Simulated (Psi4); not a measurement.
**doublet C2H7AlO+ at 3 levels**

We compute a comparison of 3 runs (UBLYP/6-31G*, UPBE/6-31G*, UTPSS/6-31G*) of doublet C2H7AlO+. 

The calculation is run with Psi4 1.11.

### Step 1. The structure to begin with

The species is C2H7AlO+ (11 atoms), meant as a doublet with charge +1. As SMILES of the parent species, `C[CH2][AlH][OH]`. The shape is that of a PBE0-D4/def2-TZVP optimisation. This is one conformer, not always the lowest. That shape belongs to the parent species and isn't relaxed for this state.

Bond lengths: C1–C2 1.529 Å, C2–Al3 1.957 Å, Al3–O4 1.701 Å, C1–H5 1.094 Å, C1–H6 1.094 Å, C1–H7 1.094 Å, C2–H8 1.098 Å, C2–H9 1.098 Å, Al3–H10 1.582 Å, O4–H11 0.956 Å. Some angles: C1–C2–Al3 116.3°, C2–Al3–O4 121.1°, C1–C2–H8 110.2°, C1–C2–H9 110.2°, Al3–C2–H8 107.6°, Al3–C2–H9 107.6°, C2–C1–H5 111.7°, C2–C1–H6 112.3°, C2–C1–H7 111.7°, C2–Al3–H10 123.9°.

### Step 2. The energy at UBLYP/6-31G(d) (spherical functions) (run 1)

Contents of job.dat:

```
memory 2200 mb

molecule geom {
  1 2
  C
  C 1 r2
  Al 2 r3 1 a3
  O 3 r4 2 a4 1 d4
  H 1 r5 2 a5 3 d5
  H 1 r6 5 a6 2 d6
  H 1 r7 5 a7 6 d7
  H 2 r8 1 a8 7 d8
  H 2 r9 8 a9 1 d9
  H 3 r10 4 a10 2 d10
  H 4 r11 3 a11 10 d11

  r2 = 1.528512
  r3 = 1.957353
  a3 = 116.27953
  r4 = 1.700583
  a4 = 121.12693
  d4 = -0.38562
  r5 = 1.093905
  a5 = 111.69953
  d5 = 59.81954
  r6 = 1.094218
  a6 = 106.94593
  d6 = -123.22363
  r7 = 1.093836
  a7 = 106.92451
  d7 = -114.28607
  r8 = 1.098417
  a8 = 110.22515
  d8 = 177.34692
  r9 = 1.098413
  a9 = 104.14862
  d9 = 118.22173
  r10 = 1.582401
  a10 = 115.00439
  d10 = -179.94686
  r11 = 0.955872
  a11 = 123.08474
  d11 = -179.94909
  symmetry c1
}

set reference uks
set puream true
set e_convergence 1e-09
set d_convergence 1e-08
set scf_type pk
set dft_radial_points 99
set dft_spherical_points 590
set maxiter 100

E, wfn = energy("blyp/6-31G*", return_wfn=True)
oeprop(wfn, "QUADRUPOLE", "MAYER_INDICES", "LOWDIN_CHARGES")
```

Launch:

```sh
$ psi4 -i job.dat -o job.out -n 1
```

job.out:

```text
[...]
  Running in c1 symmetry.
[...]
  Nuclear repulsion =  154.697817065879235
[...]
  Multiplicity = 2
[...]
  Nalpha       = 20
  Nbeta        = 19
[...]
    Number of basis functions: 74
[...]
   @UKS iter   1:  -397.01515843867946    2.36851e-01   1.55971e-02 ADIIS/DIIS
[...]
   @UKS iter  16:  -397.69040890772800   -1.69962e-11   9.64105e-09 DIIS
[...]
   @S^2 Observed:                7.535676588E-01
[...]
    Orbital Energies [Eh]
    ---------------------
    Alpha Occupied:
       1A    -55.687137     2A    -19.002432     3A    -10.164771
       4A    -10.123436     5A     -4.174005     6A     -2.787600
       7A     -2.784204     8A     -2.780483     9A     -1.095352
      10A     -0.906894    11A     -0.774383    12A     -0.656941
      13A     -0.612973    14A     -0.604920    15A     -0.559921
      16A     -0.528691    17A     -0.516769    18A     -0.504613
      19A     -0.479560    20A     -0.474595
    Alpha Virtual:
      21A     -0.241079    22A     -0.213891    23A     -0.167967
      24A     -0.120379    25A     -0.093586    26A     -0.082472
[...]
  @UKS Final Energy:  -397.69040890772800
   => Energetics <=
    Nuclear Repulsion Energy =            154.6978170658792351
    One-Electron Energy =                -845.9829567654479661
    Two-Electron Energy =                 333.9858630932002370
    DFT Exchange-Correlation Energy =     -40.3911323013595265
    Empirical Dispersion Energy =           0.0000000000000000
    VV10 Nonlocal Energy =                  0.0000000000000000
    Total Energy =                       -397.6904089077279991
  UHF NO Occupations:
  HONO-2 :   18  A 1.9996925
  HONO-1 :   19  A 1.9988208
[...]
 Multipole Moments:
 ------------------------------------------------------------------------------------
     Multipole            Electronic (a.u.)      Nuclear  (a.u.)        Total (a.u.)
 ------------------------------------------------------------------------------------
 L = 1.  Multiply by 2.5417464519 to convert [e a0] to [Debye]
 Dipole X            :         -0.0059689            0.0065288            0.0005599
 Dipole Y            :         -4.4693017            5.6165833            1.1472817
 Dipole Z            :          3.9714301           -4.2435028           -0.2720727
 Magnitude           :                                                    1.1791010
 L = 2.  Multiply by 1.3450342976 to convert [e a0^2] to [Debye ang]
 Quadrupole XX       :        -30.7521322           10.8819384          -19.8701938
 Quadrupole XY       :         -0.5948983            0.6060984            0.0112000
[...]
```

Wall time 23 s (1 thread of AMD EPYC 9R45 (Zen 5), shared host); peak memory 1.4 GiB.

### Step 3. The energy at UPBE/6-31G(d) (spherical functions) (run 2)

Contents of job.inp:

```
memory 2200 mb

molecule m {
  1 2
  C     -1.111600     0.829400     0.106400
  C      0.175900     0.388000     0.802000
  Al     1.254500    -0.947900    -0.137800
  O      0.762600    -1.576800    -1.639300
  H     -1.791000    -0.011900    -0.058700
  H     -1.662600     1.575000     0.687600
  H     -0.910600     1.273300    -0.872900
  H     -0.049300    -0.010000     1.800700
  H      0.818800     1.256800     0.997900
  H      2.622300    -1.522700     0.412400
  H     -0.043800    -1.310100    -2.077800
  symmetry c1
  no_reorient
  no_com
}

set basis 6-31G*
set reference uks
set puream true
set e_convergence 1e-09
set d_convergence 1e-08
set scf_type pk
set dft_radial_points 99
set dft_spherical_points 590
set maxiter 100

energy_value, wavefunction = energy("pbe", return_wfn=True)
oeprop(wavefunction, "QUADRUPOLE", "MAYER_INDICES", "LOWDIN_CHARGES")
```

Launch:

```sh
$ psi4 -i job.inp -o job.out -n 1
```

job.out:

```text
[...]
  Running in c1 symmetry.
[...]
  Nuclear repulsion =  154.697806134129877
[...]
  Multiplicity = 2
[...]
  Nalpha       = 20
  Nbeta        = 19
[...]
    Number of basis functions: 74
[...]
   @UKS iter   1:  -396.79637966925554    2.08417e-01   1.48738e-02 ADIIS/DIIS
[...]
   @UKS iter  18:  -397.41540166496071   -7.95808e-13   1.01598e-09 DIIS
[...]
   @S^2 Observed:                7.532539060E-01
[...]
    Orbital Energies [Eh]
    ---------------------
    Alpha Occupied:
       1A    -55.625040     2A    -18.975825     3A    -10.142206
       4A    -10.096959     5A     -4.173326     6A     -2.779728
       7A     -2.776280     8A     -2.772308     9A     -1.102890
      10A     -0.916266    11A     -0.781652    12A     -0.662066
      13A     -0.618790    14A     -0.611762    15A     -0.566494
      16A     -0.532978    17A     -0.520542    18A     -0.508741
      19A     -0.484191    20A     -0.478869
    Alpha Virtual:
      21A     -0.245188    22A     -0.215502    23A     -0.171617
      24A     -0.121622    25A     -0.094589    26A     -0.082825
[...]
  @UKS Final Energy:  -397.41540166496071
   => Energetics <=
    Nuclear Repulsion Energy =            154.6978061341298769
    One-Electron Energy =                -846.0139588407856763
    Two-Electron Energy =                 333.9979956855561340
    DFT Exchange-Correlation Energy =     -40.0972446438610888
    Empirical Dispersion Energy =           0.0000000000000000
    VV10 Nonlocal Energy =                  0.0000000000000000
    Total Energy =                       -397.4154016649607115
  UHF NO Occupations:
  HONO-2 :   18  A 1.9997335
  HONO-1 :   19  A 1.9989394
[...]
 Multipole Moments:
 ------------------------------------------------------------------------------------
     Multipole            Electronic (a.u.)      Nuclear  (a.u.)        Total (a.u.)
 ------------------------------------------------------------------------------------
 L = 1.  Multiply by 2.5417464519 to convert [e a0] to [Debye]
 Dipole X            :        -29.4180026           29.8177996            0.3997969
 Dipole Y            :         30.8659383          -30.9580603           -0.0921220
 Dipole Z            :         16.4830673          -16.1877719            0.2952954
 Magnitude           :                                                    0.5054932
 L = 2.  Multiply by 1.3450342976 to convert [e a0^2] to [Debye ang]
 Quadrupole XX       :       -184.1904496          168.0664787          -16.1239709
 Quadrupole XY       :        130.0387858         -131.6423829           -1.6035972
[...]
```

Wall time 26 s (1 thread of AMD EPYC 9R45 (Zen 5), shared host); peak memory 1.4 GiB.

### Step 4. The energy at UTPSS/6-31G(d) (spherical functions) (run 3)

Contents of input.in:

```
memory 2.2 GB

molecule {
  1 2
  C
  C 1 1.528512
  Al 2 1.957353 1 116.27953
  O 3 1.700583 2 121.12693 1 -0.38562
  H 1 1.093905 2 111.69953 3 59.81954
  H 1 1.094218 5 106.94593 2 -123.22363
  H 1 1.093836 5 106.92451 6 -114.28607
  H 2 1.098417 1 110.22515 7 177.34692
  H 2 1.098413 8 104.14862 1 118.22173
  H 3 1.582401 4 115.00439 2 -179.94686
  H 4 0.955872 3 123.08474 10 -179.94909
  symmetry c1
}

set basis 6-31G*
set reference uks
set puream true
set e_convergence 1e-09
set d_convergence 1e-08
set scf_type pk
set dft_radial_points 99
set dft_spherical_points 590
set maxiter 100

energy_value, wavefunction = energy('tpss', return_wfn=True)
oeprop(wavefunction, 'MAYER_INDICES', 'DIPOLE', 'QUADRUPOLE')
```

Launch:

```sh
$ psi4 -i input.in -o input.out -n 1
```

input.out:

```text
[...]
  Running in c1 symmetry.
[...]
  Nuclear repulsion =  154.697817065879235
[...]
  Multiplicity = 2
[...]
  Nalpha       = 20
  Nbeta        = 19
[...]
    Number of basis functions: 74
[...]
   @UKS iter   1:  -397.24128375282527    9.93641e-02   1.42070e-02 ADIIS/DIIS
[...]
   @UKS iter  18:  -397.79903057350725   -1.70530e-12   2.78977e-09 DIIS
[...]
   @S^2 Observed:                7.551048489E-01
[...]
    Orbital Energies [Eh]
    ---------------------
    Alpha Occupied:
       1A    -55.870986     2A    -19.113790     3A    -10.248768
       4A    -10.204199     5A     -4.226772     6A     -2.799829
       7A     -2.796330     8A     -2.791855     9A     -1.126203
      10A     -0.935195    11A     -0.798866    12A     -0.668873
      13A     -0.628793    14A     -0.621617    15A     -0.572142
      16A     -0.541625    17A     -0.530422    18A     -0.516574
      19A     -0.494128    20A     -0.484032
    Alpha Virtual:
      21A     -0.239122    22A     -0.208318    23A     -0.164837
      24A     -0.111763    25A     -0.086882    26A     -0.073076
[...]
  @UKS Final Energy:  -397.79903057350725
   => Energetics <=
    Nuclear Repulsion Energy =            154.6978170658792351
    One-Electron Energy =                -845.9809307872338877
    Two-Electron Energy =                 333.9956769395680567
    DFT Exchange-Correlation Energy =     -40.5115937917206637
    Empirical Dispersion Energy =           0.0000000000000000
    VV10 Nonlocal Energy =                  0.0000000000000000
    Total Energy =                       -397.7990305735072525
  UHF NO Occupations:
  HONO-2 :   18  A 1.9995575
  HONO-1 :   19  A 1.9983137
[...]
 Multipole Moments:
 ------------------------------------------------------------------------------------
     Multipole            Electronic (a.u.)      Nuclear  (a.u.)        Total (a.u.)
 ------------------------------------------------------------------------------------
 L = 1.  Multiply by 2.5417464519 to convert [e a0] to [Debye]
 Dipole X            :         -0.0061190            0.0065288            0.0004098
 Dipole Y            :         -4.4255130            5.6165833            1.1910703
 Dipole Z            :          3.9416500           -4.2435028           -0.3018528
 Magnitude           :                                                    1.2287244
 L = 2.  Multiply by 1.3450342976 to convert [e a0^2] to [Debye ang]
 Quadrupole XX       :        -30.6097936           10.8819384          -19.7278552
 Quadrupole XY       :         -0.5948524            0.6060984            0.0112460
[...]
```

Run time: 84 s. Hardware: 1 thread of AMD EPYC 9R45 (Zen 5), shared host; peak memory 1.7 GiB.

### Step 5. All runs side by side

```
run                               level  energy (Eh)  HOMO energy (eV)  LUMO energy (eV)   ⟨S²⟩  wall time
  1  UBLYP/6-31G* (spherical functions)  -397.690409            -12.81            -12.13  0.754       23 s
  2   UPBE/6-31G* (spherical functions)  -397.415402            -12.93            -12.26  0.753       26 s
  3  UTPSS/6-31G* (spherical functions)  -397.799031            -13.08            -12.25  0.755       84 s
```

### Step 6. Results

| quantity | value |
| --- | --- |
| run 3: total energy | -397.79903 Eh |
| run 3: HOMO energy (highest over α and β) | -13.08 eV |
| run 3: LUMO energy (lowest over α and β) | -12.25 eV |
| run 3: ⟨S²⟩ | 0.755 |

**Reading.** Totals of different functionals can't be ranked against each other. All runs together took 2.2 min, the longest 84 s.
